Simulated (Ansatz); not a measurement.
# Ti3O: the cost of one run

Program: Ansatz 0.2.0. Level of theory: DFT PBEsol, scalar-relativistic, plane waves, PAW. These are calculated values, not measurements.

## (1) Starting point

Symmetry: P-31c, No. 163, trigonal system. The conventional cell has a = 5.150 Å, b = 5.150 Å, c = 9.560 Å, α = 90.00°, β = 90.00°, γ = 120.00°. Ti (site symmetry 1) has 2 O at 2.13 Å as nearest neighbours. O (site symmetry 32) has 6 Ti at 2.13 Å as nearest neighbours.

As a file:

```cif
data_structure
_symmetry_space_group_name_H-M 'P-31c'
_symmetry_Int_Tables_number 163
_cell_length_a 5.1500
_cell_length_b 5.1500
_cell_length_c 9.5600
_cell_angle_alpha 90.000
_cell_angle_beta 90.000
_cell_angle_gamma 120.000
_cell_volume 219.59
loop_
_atom_site_label
_atom_site_type_symbol
_atom_site_symmetry_multiplicity
_atom_site_Wyckoff_symbol
_atom_site_fract_x
_atom_site_fract_y
_atom_site_fract_z
_atom_site_occupancy
Ti1 Ti 12 i 0.33310 0.99990 0.11800 1
O1 O 2 d 0.66667 0.33333 0.25000 1
O2 O 2 a 0.00000 0.00000 0.25000 1
```

The structure comes from the Crystallography Open Database.

(A quick probe on a coarse mesh, which set the mesh and smearing, is not shown.)

## (3) The relaxation

Input file input.yaml:

```yaml
crystal:
  lattice:
    - [5.15, 0.0, 0.0]
    - [-2.575, 4.4600308295, 0.0]
    - [0.0, 0.0, 9.56]
  atoms:
    - { symbol: Ti, position: [0.3331, 0.9999, 0.118] }
    - { symbol: Ti, position: [0.0001, 0.3332, 0.118] }
    - { symbol: Ti, position: [0.6668, 0.6669, 0.118] }
    - { symbol: Ti, position: [0.0001, 0.6669, 0.382] }
    - { symbol: Ti, position: [0.6668, 0.9999, 0.382] }
    - { symbol: Ti, position: [0.3331, 0.3332, 0.382] }
    - { symbol: Ti, position: [0.6669, 0.0001, 0.882] }
    - { symbol: Ti, position: [0.9999, 0.6668, 0.882] }
    - { symbol: Ti, position: [0.3332, 0.3331, 0.882] }
    - { symbol: Ti, position: [0.9999, 0.3331, 0.618] }
    - { symbol: Ti, position: [0.3332, 0.0001, 0.618] }
    - { symbol: Ti, position: [0.6669, 0.6668, 0.618] }
    - { symbol: O, position: [0.6666666667, 0.3333333333, 0.25] }
    - { symbol: O, position: [0.3333333333, 0.6666666667, 0.75] }
    - { symbol: O, position: [0.0, 0.0, 0.25] }
    - { symbol: O, position: [0.0, 0.0, 0.75] }
basis:
  ecutwfc: 420
kpoints:
  mp_grid: { grid: [9, 9, 4] }
hamiltonian:
  xc: pbesol
scf:
  occupations: { method: gaussian, width: 0.1 }
output:
  forces: true
  stress: true
  eigenvalues: true
relax:
  adjacent_minimum: "off"
  f_tol: 0.005
  max_steps: 80
  cell: { stress_tol: 0.05 }
```

Started as:

```sh
$ ansatz run input.yaml --threads 4 --pin off --max-ram 10240MiB --backend cpu --events-out ev --progress --plain --runs-dir out
```

Q: Estimate wall time and peak memory on 4 threads of Arm Neoverse N1, shared host.

About 4.2 min, with a peak of 1.3 GiB.
